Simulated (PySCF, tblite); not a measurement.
# C₈H₉OP: geometry, infrared bands and NMR shifts

Aim: predict the infrared bands and NMR shifts of C₈H₉OP (`Cc1cpcc(C)c1C=O`).

The runs use tblite 0.8.0 and PySCF 2.14.0, with density-fitted response routines of our own; the level of theory stands in each step. All values are computed, except where a source is named. Atoms are numbered from 0 throughout.

**1. The starting structure**

19 atoms, charge 0, multiplicity 1; geometry from: force field or distance geometry start.

Bonds of the start (Å): C0–C1 1.51, C1–C2 1.36, C2–P3 1.76, P3–C4 1.75, C4–C5 1.38, C5–C6 1.52, C5–C7 1.36, C7–C8 1.49, C8–O9 1.24, C7–C1 1.37, C0–H10 1.10, C0–H11 1.11, C0–H12 1.12, C2–H13 1.09, C4–H14 1.08, C6–H15 1.08, C6–H16 1.11, C6–H17 1.11, C8–H18 1.09.

**2. Relaxing the molecule with GFN2-xTB**

What the job is given:

```
{"job": {"kind": "relax", "xc": "GFN2-xTB", "basis": "xTB"}, "charge": 0, "multiplicity": 1}
C     -2.377900    -0.817400     0.172600
C     -1.270300     0.200500     0.009900
C     -1.685800     1.493700    -0.101800
P     -0.419800     2.694700    -0.292900
C      1.145200     1.910100    -0.253500
C      1.149900     0.533400    -0.114000
C      2.544000    -0.064400    -0.103600
C      0.031500    -0.234100     0.021000
C      0.212000    -1.706900     0.169400
O      1.329900    -2.249000     0.188000
H     -2.504100    -1.409000    -0.744400
H     -2.245200    -1.416000     1.099200
H     -3.340900    -0.267000     0.351400
H     -2.730600     1.795000    -0.099900
H      2.032500     2.519700    -0.358800
H      2.709400    -0.777000    -0.898800
H      2.750200    -0.571000     0.864300
H      3.304400     0.743600    -0.195100
H     -0.644100    -2.369500     0.279500
```

Command:

```bash
$ OMP_NUM_THREADS=1 python probes_run.py task.json out
```

One launch serves the whole session: the jobs run in the order shown.

**Question.** This job is followed by: GFN2-xTB harmonic vibrations, gas phase; GIAO PBE0/pcSseg-1 NMR shielding, non-relativistic, gas phase. Predict these results of the whole session: strongest single infrared mode (GFN2-xTB); zero-point energy (GFN2-xTB); ¹³C shifts against TMS (PBE0/pcSseg-1, means over atoms taken as alike); ¹H shifts against TMS (PBE0/pcSseg-1, means over atoms taken as alike); ³¹P shifts against H3PO4 (PBE0/pcSseg-1); ¹⁷O shifts against H2O (PBE0/pcSseg-1); surface potential, 1st and 99th percentile.

**Answer**, as computed:

```
                                                               quantity                                 value
                              strongest single infrared mode (GFN2-xTB)                 1718 cm⁻¹, 435 km/mol
                                           zero-point energy (GFN2-xTB)                         91.3 kcal/mol
¹³C shifts against TMS (PBE0/pcSseg-1, means over atoms taken as alike)  198.5, 165.7, 152.9, 131.6, 29.6 ppm
 ¹H shifts against TMS (PBE0/pcSseg-1, means over atoms taken as alike)                 11.17, 8.97, 3.05 ppm
                               ³¹P shifts against H3PO4 (PBE0/pcSseg-1)                             271.9 ppm
                                 ¹⁷O shifts against H2O (PBE0/pcSseg-1)                             717.3 ppm
                                  surface potential, 1st and 99th percentile                    -1.50 V and 1.08 V
```

Relaxing lowered the energy by 0.694 eV in 44 steps; the close pair that moved most is C5–C7, from 1.363 to 1.413 Å. The lowest mode is slightly imaginary (12i cm⁻¹), a soft motion within the noise of the Hessian, so the minimum is not strictly shown. The strongest single mode, at 1718 cm⁻¹, moves mainly C8 and O9. GFN2-xTB is a fitted tight-binding method: band positions and strengths are rough. Its intensities can rank the bands wrongly. The most deshielded carbon is C8 (aldehyde carbonyl carbon), at 198.5 ppm: the double bond to the heteroatom, with no lone-pair donor beside it, deshields it most. The most deshielded hydrogen is H18 (hydrogen on an aldehyde carbonyl carbon), at 11.17 ppm: the C=O anisotropy and electron withdrawal place aldehyde protons far downfield. At PBE0/pcSseg-1: The widest tensor belongs to O9: span 1515 ppm, with a paramagnetic part of -782 ppm. NICS(1)zz of -23 ppm above the planar ring from C1 marks a diatropic (aromatic) ring current. At PBE0/pcSseg-1, counted by nearest atom on the grid, the HOMO lies on O9 58 %; H18 13 %, the LUMO on P3 31 %; O9 13 %.
